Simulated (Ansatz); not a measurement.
# MoH+ (quintet): wave-function methods side by side at distance Mo1–H2 = 1.666 Å, def2-TZVP

Aim: climb from Hartree-Fock through coupled cluster and multireference methods for MoH+ (quintet) at one geometry and basis, and see what each rung misses.

Computed with Ansatz 0.2.0, Gaussian basis. Level: def2-TZVP, core rule «outside noble gas», up to 4 orbitals frozen.

The runs, in order: UHF; CCSD(T) on ROHF; CCSD(T) on UHF; CISD; CCSDT(Q) on ROHF; CCSDT(Q) on UHF; CASSCF and MRCISD+Q, 6 electrons in 6 orbitals; CASSCF and NEVPT2, 6 electrons in 6 orbitals; Full CI.

29 further runs of the same task are left out: 18 for a known fault of the program, 11 that didn't finish.

## Step 1: What is computed

The geometry derives from a PBE0/def2-TZVP stationary point (not a proven minimum). One bond is set to the value named and the two fragments are kept rigid. No spin-orbit coupling is included. Elements past krypton take def2 core potentials.

2 atoms, charge 1, spin multiplicity 5.

Atoms are counted from 1 here; the program's logs count them from 0.

Bond lengths: Mo1–H2 1.666 Å.

## Step 2: UHF

in.yaml reads:

```yaml
crystal:
  periodic: [false, false, false]
  atoms:
    - {symbol: Mo, position_ang: [0.000000, 0.000000, 0.000000]}
    - {symbol: H, position_ang: [0.000000, 0.000000, 1.666200]}
basis:
  gaussian: {orbitals: def2-TZVP}
total_charge: 1
magnetization: {spin_polarized: true, initial_magnetization: 4}
hamiltonian: {xc: hf}
output: {orbitals: {seedname: orbitals}}
```

Launch:

```
> ansatz run in.yaml --threads 1 --pin off --events-out ev --progress --plain --max-ram 2393MiB
```

After this run come: CCSD(T) on ROHF; CCSD(T) on UHF; CISD; CCSDT(Q) on ROHF; CCSDT(Q) on UHF; CASSCF and MRCISD+Q, 6 electrons in 6 orbitals; CASSCF and NEVPT2, 6 electrons in 6 orbitals; Full CI.

**Question.** What will the summary of the whole plan be? Wanted: FCI below the RHF energy; RMP2 from FCI; UMP2 from FCI; RCCSD from FCI; RCCSD(T) from FCI; UCCSD(T) from FCI; RCCSDT(Q) from FCI; UCCSDT(Q) from FCI; NEVPT2 pair from FCI.

As calculated:

| quantity | value |
| --- | --- |
| FCI below the RHF energy | -2.6324 eV |
| RMP2 from FCI | +542.9 meV |
| UMP2 from FCI | +427.3 meV |
| RCCSD from FCI | +68.2 meV |
| RCCSD(T) from FCI | +15.2 meV |
| UCCSD(T) from FCI | -58.1 meV |
| RCCSDT(Q) from FCI | +0.1 meV |
| UCCSDT(Q) from FCI | -75.2 meV |
| NEVPT2 pair from FCI | +497.8 meV |
| MRCISD+Q pair from FCI | +0.2 meV |
| levels within 1 kcal/mol (43 meV) | UCCSD, RCCSD(T), RCCSDT, RCCSDT(Q), MRCISD+Q pair |
| T1 diagnostic | 0.052 |
| effectively unpaired electrons | 4.05 |

In words: RCCSD(T) lands +15.2 meV from the yardstick (0.6 % of the correlation energy). CCSD(T) misses by +15.2 meV on the restricted determinant and by -58.1 meV on the unrestricted one; the two need not hold the same state or core. UCCSD, UCCSD(T), UCCSDT, UCCSDT(Q) fall below full CI: unrestricted runs freeze a spin-polarised core, another one than full CI's, and coupled cluster isn't variational. The occupations are near whole numbers, but T1 = 0.052 shows that the orbitals relax strongly. Of the multireference levels listed MRCISD+Q pair comes nearest in total energy (+0.2 meV), which doesn't show that its space is the better one. These misses are within one basis, not against nature; the frozen cores of restricted and unrestricted runs differ, which can shift their rows.
